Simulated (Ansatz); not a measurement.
# Sn: the cost of one run

Method: DFT r²SCAN, frozen-core PAW, scalar-relativistic unless said, in Ansatz 0.2.0.

## (1) The system as given

Symmetry: Fd-3m, No. 227, cubic system. Conventional cell: a = 6.467 Å, b = 6.467 Å, c = 6.467 Å, α = 90.00°, β = 90.00°, γ = 90.00°. Sn (site symmetry -43m) is surrounded by 4 Sn at 2.80 Å.

Structure file:

```cif
data_structure
_symmetry_space_group_name_H-M 'Fd-3m:1'
_symmetry_Int_Tables_number 227
_cell_length_a 6.4667
_cell_length_b 6.4667
_cell_length_c 6.4667
_cell_angle_alpha 90.000
_cell_angle_beta 90.000
_cell_angle_gamma 90.000
_cell_volume 270.42
loop_
_atom_site_label
_atom_site_type_symbol
_atom_site_symmetry_multiplicity
_atom_site_Wyckoff_symbol
_atom_site_fract_x
_atom_site_fract_y
_atom_site_fract_z
_atom_site_occupancy
Sn1 Sn 8 a 0.50000 0.00000 0.50000 1
```

Cartesian axes are those of the input's lattice vectors. The structure goes back to a database entry.

## (2) Cell and atoms relaxed, PAW

File input.yaml:

```yaml
crystal:
  lattice:
    - [0.0, 3.2333428, 3.2333428]
    - [3.2333428, 0.0, 3.2333428]
    - [3.2333428, 3.2333428, 0.0]
  atoms:
    - { symbol: Sn, position: [0.5, 0.5, 0.5] }
    - { symbol: Sn, position: [0.75, 0.75, 0.75] }
kpoints:
  mp_grid: { grid: [14, 14, 14] }
scf:
  occupations: { method: fermi_dirac, width: 0.1 }
hamiltonian:
  xc: r2scan
  pseudopotentials: { kind: paw }
relax:
  f_tol: 0.002
  max_steps: 80
  cell: {}
output:
  forces: true
  stress: true
```

The run is started by

```sh
ansatz run input.yaml --threads 1 --pin off --max-ram 3072MiB --backend cpu --events-out ev --progress --plain --runs-dir out
```

What time and memory should one allow on 1 thread of Intel Xeon 6975P-C (Granite Rapids), shared host?

About 33 s, with a peak of 0.66 GiB.
